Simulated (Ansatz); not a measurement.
Below is the output of a Python script on Ansatz's Python interface that makes a comparison of functionals at one structure of WC, space group P-6m2. Write a script that gives it. Level of theory (first run): PBE, PAW, the default cutoff (420 eV here), 11×11×10 k-points, Fermi-Dirac smearing of 0.1 eV. The script varies functional: pbe, lda, revpbe.

```
W C
1.0
     2.90650    0.00000    0.00000
    -1.45325    2.51710    0.00000
     0.00000    0.00000    2.83660
W C
1 1
Cartesian
  0.0000 0.0000 0.0000
  1.4533 0.8390 1.4183
```

```console
$ python run_xc.py
  functional   F/atom (eV)    iterations      k-points
         pbe   -5318.02986             6            96
         lda   -5186.66506             6            96
      revpbe   -5323.00274             6            96
```

One script that gives this output:

Script `run_xc.py`:
```python
# -*- coding: utf-8 -*-
import warnings

import ansatz as az

KMESH = (11, 11, 10)

warnings.simplefilter("ignore", az.DeckWarning)

cell = (
    az.Lattice.from_parameters(2.9065, 2.9065, 2.8366, alpha=90, beta=90, gamma=120)
    .space_group(187)
    .atom("W", (0.0, 0.0, 0.0))
    .atom("C", (2 / 3, 1 / 3, 0.5))
)

setup = (
    cell.calculation()
    .kpoints(*KMESH)
    .occupations(az.OccupationsMethod.FERMI_DIRAC)
)

rows = []
for value in ["pbe", "lda", "revpbe"]:
    summary = setup.functional(value).run(threads=1, backend="cpu").report
    rows.append((value, summary["free_energy_ev"] / len(summary["lattice"]["sites"]), summary["n_iterations"], summary["n_kpoints"]))

print("  functional   F/atom (eV)    iterations      k-points")
for row in rows:
    print(f"{str(row[0]):>12s}  {row[1]:12.5f}  {row[2]:12d}  {row[3]:12d}")
```

Reading the output:
- The run is spin-unpolarised.
- The mesh is modest for a metal, so energies can be off by several to tens of meV an atom and pressures by half a GPa or more; differences at equal mesh fare better.
- Spin-orbit coupling, which matters for elements this heavy, is left out.
- The structure is a deposited one; some such entries were measured under pressure or heat, so a shift against it needn't be the functional's error alone.
- Total energies of different functionals can't be compared; pressures, moments and gaps at this one structure can.
- Hardware and time: 11 s on 1 thread of Arm Neoverse N1, on a shared host, peak memory 0.35 GiB.
